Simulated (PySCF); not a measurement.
# PI−: from the state search to spectroscopic constants

What are the lowest state that PBE0 finds, the bond length, vibrational wavenumber and bond energy of PI−, and how much do these hang on the method?

Method: P def2-SVPD, I def2-SVPD with ECP28, scalar-relativistic core potentials; program: PySCF 2.14.0.

1 further run of the same task is left out (set aside as unsound or not needed).

## Step 1: Input

Settings of the job:

- atoms: P, I
- charge: -1
- basis: P def2-SVPD, I def2-SVPD with ECP28
- Hamiltonian: scalar-relativistic core potentials
- basis functions: 59
- electrons treated: 41
- masses in u: 30.9738, 126.9045
- levels: PBE0, PBE, r²SCAN, M06-2X, B2PLYP, BP86
- grid: 80 radial by 434 angular points
- occupations: held fixed by the projection of orbital angular momentum
- dissociation limit: P + I−, each in its ground configuration
- starting distance in angstrom: 2.475
- values of 2S to try: 1, 3

Started as:

```console
$ OMP_NUM_THREADS=1 python dia.py task.json out
```

Further steps of the session: First curve: PBE0; Excited determinants; PBE (GGA); r²SCAN; M06-2X (hybrid meta-GGA); B2PLYP (double hybrid); BP86.

What does the calculation give? Wanted: for each run, Re; ωe; De; μ.

As calculated:

Lowest PBE0 solution found, without spin–orbit coupling: ²Π (doublet), unpaired electrons π ↑. State 2 has its PBE0 minimum 0.02 eV higher. State 3 has its PBE0 minimum 0.57 eV higher, as a spin-mixed determinant (⟨S²⟩ = 1.76), so this is no gap between pure states. State 4 has its PBE0 minimum 0.63 eV higher, as a spin-mixed determinant (⟨S²⟩ = 1.77), so this is no gap between pure states. The other levels ran on the lowest alone.

| level | Re (Å) | ωe (cm⁻¹) | De (eV) | μ (D) |
| --- | --- | --- | --- | --- |
| PBE | 2.541 | 283.2 | 0.57 | 4.31 |
| BP86 | 2.553 | 277.5 | 0.59 | 4.27 |
| r²SCAN | 2.533 | 287.5 | 0.339 | 4.39 |
| PBE0 | 2.526 | 291.2 | 0.377 | 4.28 |
| M06-2X | 2.546 | 282.5 | 0.366 | 4.07 |
| B2PLYP | 2.567 | 270.3 | 0.115 | 3.97 |

De is counted to P + I− in their ground configurations. A positive dipole points from P to I; in an ion it is taken about the centre of mass and does not tell which atom is negative.

**Reading.** Bond lengths run from 2.526 Å (PBE0) to 2.567 Å (B2PLYP). Among the levels with a De in the table, it runs from 0.115 eV (B2PLYP) to 0.59 eV (BP86).

Correlated steps freeze 9 core orbitals. These are scalar-relativistic numbers at best; spin–orbit coupling would shift them, the dissociation energy most. B2PLYP dipoles, levels and charges come from its SCF part alone. With some functionals the highest level of the anion is positive, from self-interaction error or because the anion is truly unbound there; the finite basis then holds the extra electron, and no neutral molecule was run to test the binding. At r²SCAN, PBE0, M06-2X, B2PLYP the stretched side of the curve climbs above De, by a hump or because the determinant held fixed goes to a higher limit. With spin–orbit coupling the term label itself may not hold.
